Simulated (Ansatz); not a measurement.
What does this script print? It uses the Ansatz DFT code, driven from Python.

The script, `clgeh5osi.py`:
```python
'''Bending curve of ClGeH5OSi.'''

import warnings

import ansatz as az
from ase import Atoms

BASIS = 'def2-SVP'
FUNCTIONAL = 'hf'
FORCE_TOL = 0.02


def main() -> None:
    warnings.simplefilter('ignore', az.DeckWarning)

    atoms = Atoms(['O', 'Ge', 'Si', 'Cl', 'H', 'H', 'H', 'H', 'H'], positions=[
        [-1.6694, -1.3381, 0.1064],
        [0.0428, -1.001, 0.0968],
        [0.4278, 1.2136, -0.4593],
        [0.9215, -1.4058, 2.0617],
        [-2.0731, -0.6811, 0.7622],
        [0.7267, -1.9053, -0.9466],
        [1.9379, 1.4551, -0.4348],
        [-0.042, 1.5136, -1.7893],
        [-0.1837, 2.1027, 0.5859],
    ])

    # start the scan from a relaxed geometry
    first = (
        az.Crystal.molecule_from_ase(atoms).calculation()
        .basis(gaussian=BASIS)
        .functional(FUNCTIONAL)
        .relax(force_tolerance=FORCE_TOL, max_steps=80)
    )
    atoms.positions = first.run(threads=1).report['positions_ang']

    rows = []
    for angle in [90, 100, 110, 120, 135, 150, 165, 179]:
        bent = atoms.copy()
        bent.set_angle(1, 0, 4, angle, indices=[4])
        base = (
            az.Crystal.molecule_from_ase(bent).calculation()
            .basis(gaussian=BASIS)
            .functional(FUNCTIONAL)
        )
        rows.append((angle, base.run(threads=1).report['free_energy_ev']))
    floor = min(e for _, e in rows)
    for angle, e in rows:
        print(f'angle Ge1-O0-H4 = {angle:3d} deg   {1000 * (e - floor):9.1f} meV')


if __name__ == '__main__':
    main()
```

Running `python clgeh5osi.py` prints:
```text
angle Ge1-O0-H4 =  90 deg       392.4 meV
angle Ge1-O0-H4 = 100 deg       146.1 meV
angle Ge1-O0-H4 = 110 deg        24.9 meV
angle Ge1-O0-H4 = 120 deg         0.0 meV
angle Ge1-O0-H4 = 135 deg        87.0 meV
angle Ge1-O0-H4 = 150 deg       246.9 meV
angle Ge1-O0-H4 = 165 deg       396.4 meV
angle Ge1-O0-H4 = 179 deg       467.4 meV
```

The scan is rigid, and the energies are electronic, in a modest basis. The zero is the lowest point of the grid, which needn't be the minimum. Run time: 34 s on 1 thread of Intel(R) Xeon(R) Platinum 8488C (Sapphire Rapids) (shared host), peak memory 0.32 GiB.

(Lines on the test bed's own set-up are left out of the output.)
